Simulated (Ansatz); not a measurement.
Here is an Ansatz 0.2.0 calculation.

The input input.yaml:

```yaml
crystal:
  lattice:
    - [0.0, 2.90921, 2.90921]
    - [2.90921, 0.0, 2.90921]
    - [2.90921, 2.90921, 0.0]
  atoms:
    - { symbol: W, position: [0.0, 0.0, 0.0] }
    - { symbol: Au, position: [0.75, 0.75, 0.75] }
hamiltonian:
  xc: revpbe
  pseudopotentials: { kind: paw }
  dispersion: d4
kpoints:
  mp_grid: { grid: [8, 8, 8] }
scf:
  occupations: { method: fermi_dirac, width: 0.05 }
output:
  forces: true
  stress: true
  eigenvalues: true
  write_density: true
  write_potential: true
  elf: true
  volumetric_format: npy
relax:
  f_tol: 0.01
  max_steps: 40
  cell: { stress_tol: 0.05 }
```

Potentials or basis: Ansatz PAW.

Launch:

```sh
$ ansatz run input.yaml --threads 2 --pin off --max-ram 5632MiB --backend cpu --events-out ev --progress --plain --runs-dir out
```

Task: Estimate the relaxed cell.

Result: a = 4.073 Å, b = 4.073 Å, c = 4.073 Å, α = 60.00°, β = 60.00°, γ = 60.00°.

Task: Predict the relaxed volume.

Result: 23.89 Å³/atom.

Task: Estimate the band gap on the k mesh.

Result: None (metal or under the smearing width).

Final structure:
```
W Au
1.0
     0.00000    2.87992    2.87992
     2.87992    0.00000    2.87992
     2.87992    2.87992    0.00000
W Au
1 1
Direct
  0.00000 0.00000 0.00000
  0.75000 0.75000 0.75000
```

Caveat: pairwise dispersion overbinds metals, which lowers pressure and volume; the PAW data sets come from PBE, with cores solved anew for the run's functional, which leaves a small shift of forces and pressure. Spin-orbit coupling is left out, which matters for the levels of Au, W.
